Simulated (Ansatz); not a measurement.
# BHLYP/cc-pVDZ run of CH4F2Si (SMILES C[SiH](F)F)

Aim: the vertical singlet–triplet gap of CH4F2Si at BHLYP/cc-pVDZ, from 2 runs. 

The calculation is run with Ansatz 0.2.0.

61 further runs of the same task are left out: 1 that didn't finish, 60 set aside as unsound or not needed.

### 1 The system as given

CH4F2Si has 8 atoms, charge 0, and is taken as a singlet. As SMILES, `C[SiH](F)F`. The shape is that of a PBE0-D4/def2-TZVP optimisation.

Bond lengths: C1–Si2 1.840 Å, Si2–F3 1.591 Å, Si2–F4 1.591 Å, C1–H5 1.092 Å, C1–H6 1.093 Å, C1–H7 1.093 Å, Si2–H8 1.477 Å. Some angles: C1–Si2–F3 109.8°, C1–Si2–F4 109.8°, F3–Si2–F4 106.8°, C1–Si2–H8 114.8°, F3–Si2–H8 107.6°, F4–Si2–H8 107.6°, Si2–C1–H5 110.7°, Si2–C1–H6 110.6°, Si2–C1–H7 110.6°, H5–C1–H6 108.3°.

### 2 The energy at BHLYP/cc-pVDZ

molecule.yaml

```yaml
basis:
  gaussian:
    orbitals: cc-pVDZ
crystal:
  periodic: [false, false, false]
  atoms:
    - {symbol: C, position_ang: [-0.387100, 0.881700, -0.174700]}
    - {symbol: Si, position_ang: [0.329300, -0.775200, 0.180600]}
    - {symbol: F, position_ang: [1.916300, -0.678300, 0.226700]}
    - {symbol: F, position_ang: [-0.035400, -1.783900, -0.994000]}
    - {symbol: H, position_ang: [-0.013400, 1.269000, -1.125400]}
    - {symbol: H, position_ang: [-0.122700, 1.591000, 0.613300]}
    - {symbol: H, position_ang: [-1.476800, 0.824400, -0.231400]}
    - {symbol: H, position_ang: [-0.118100, -1.385700, 1.449000]}
output: {orbitals: {seedname: orbitals}}
hamiltonian:
  xc: {name: BHLYP}
accuracy: high
```

Launch:

```sh
$ ansatz run molecule.yaml --threads 1 --pin off --max-ram 3480MiB --events-out events.jsonl --progress --plain --runs-dir runs
```

The log of the run:

```text
Warning: RAYON_NUM_THREADS=1 ignored (pool sized by the plan → 1); use --threads N
Functional definition: BHLYP
  name "BHLYP"
  parameter a = 0.5
  exchange = (1 - a)*b88_x + a*exact_x
  correlation = lyp_c
1820 factors; integrals over basis functions are off by at most 3.9e-9 eV
mean field evaluation 1: about -14410.1476 eV, gradient 4.7e1 eV
mean field evaluation 2: about -14410.8599 eV, gradient 4.4e1 eV
mean field evaluation 4: about -14414.1697 eV, gradient 1.1e0 eV
mean field evaluation 8: about -14414.4887 eV, gradient 5.7e-2 eV
mean field evaluation 16: about -14414.4888 eV, gradient 2.1e-5 eV
mean field -14414.48875142 eV, -529.7226911232 hartree, gradient 1.6e-8 eV, S^2 0.000000; 0 other end points of the search recorded, 0 dependent functions left out
reference -14414.48877602 eV, -529.7226920272 hartree; 21, 21 occupied and 59, 59 virtual orbitals, 1820 factors
Total energy: -14414.48877602 eV, -529.7226920272 hartree
```

Run time: 9.6 s. Hardware: 1 thread of Arm Neoverse V1, shared host; peak memory 0.25 GiB.

### 3 The triplet at the same level

run.yaml

```yaml
crystal:
  periodic: [false, false, false]
  atoms:
    - {symbol: C, position_ang: [-0.387100, 0.881700, -0.174700]}
    - {symbol: Si, position_ang: [0.329300, -0.775200, 0.180600]}
    - {symbol: F, position_ang: [1.916300, -0.678300, 0.226700]}
    - {symbol: F, position_ang: [-0.035400, -1.783900, -0.994000]}
    - {symbol: H, position_ang: [-0.013400, 1.269000, -1.125400]}
    - {symbol: H, position_ang: [-0.122700, 1.591000, 0.613300]}
    - {symbol: H, position_ang: [-1.476800, 0.824400, -0.231400]}
    - {symbol: H, position_ang: [-0.118100, -1.385700, 1.449000]}
basis:
  gaussian:
    orbitals: cc-pVDZ
magnetization:
  spin_polarized: true
  initial_magnetization: 2
hamiltonian:
  xc: {name: BHLYP}
accuracy: high
output: {orbitals: {seedname: orbitals}}
```

Launch:

```sh
$ ansatz run run.yaml --threads 1 --pin off --max-ram 3480MiB --events-out events.jsonl --progress --plain --runs-dir runs
```

The log of the run:

```text
Warning: RAYON_NUM_THREADS=1 ignored (pool sized by the plan → 1); use --threads N
Functional definition: BHLYP
  name "BHLYP"
  parameter a = 0.5
  exchange = (1 - a)*b88_x + a*exact_x
  correlation = lyp_c
1820 factors; integrals over basis functions are off by at most 3.9e-9 eV
mean field evaluation 1: about -14399.6977 eV, gradient 3.3e1 eV
mean field evaluation 2: about -14398.6055 eV, gradient 3.7e1 eV
mean field evaluation 4: about -14404.5909 eV, gradient 1.8e0 eV
mean field evaluation 8: about -14404.8323 eV, gradient 7.3e-1 eV
mean field evaluation 16: about -14405.0334 eV, gradient 2.6e-1 eV
mean field evaluation 32: about -14405.1488 eV, gradient 7.8e-1 eV
mean field evaluation 64: about -14404.2186 eV, gradient 6.2e0 eV
mean field -14405.21896833 eV, -529.3820328780 hartree, gradient 3.6e-8 eV, S^2 2.007506; 6 other end points of the search recorded, 0 dependent functions left out
reference -14405.21899452 eV, -529.3820338404 hartree; 22, 20 occupied and 58, 60 virtual orbitals, 1820 factors
Total energy: -14405.21899452 eV, -529.3820338404 hartree
```

Wall time 34 s (1 thread of Arm Neoverse V1, shared host); peak memory 0.36 GiB.

### 4 Outcome

At BHLYP/cc-pVDZ:

| quantity | value |
| --- | --- |
| singlet: total energy | -529.72269 Eh |
| singlet: HOMO energy | -10.68 eV |
| singlet: LUMO energy | 2.56 eV |
| singlet: HOMO–LUMO gap | 13.25 eV |
| triplet: total energy | -529.38203 Eh |
| triplet: HOMO energy (highest over α and β) | -1.38 eV |
| triplet: ⟨S²⟩ | 2.008 |
| vertical energy of the triplet above the singlet | 9.270 eV |

In words: At this shape the triplet lies 9.27 eV (894 kJ/mol) above the singlet.
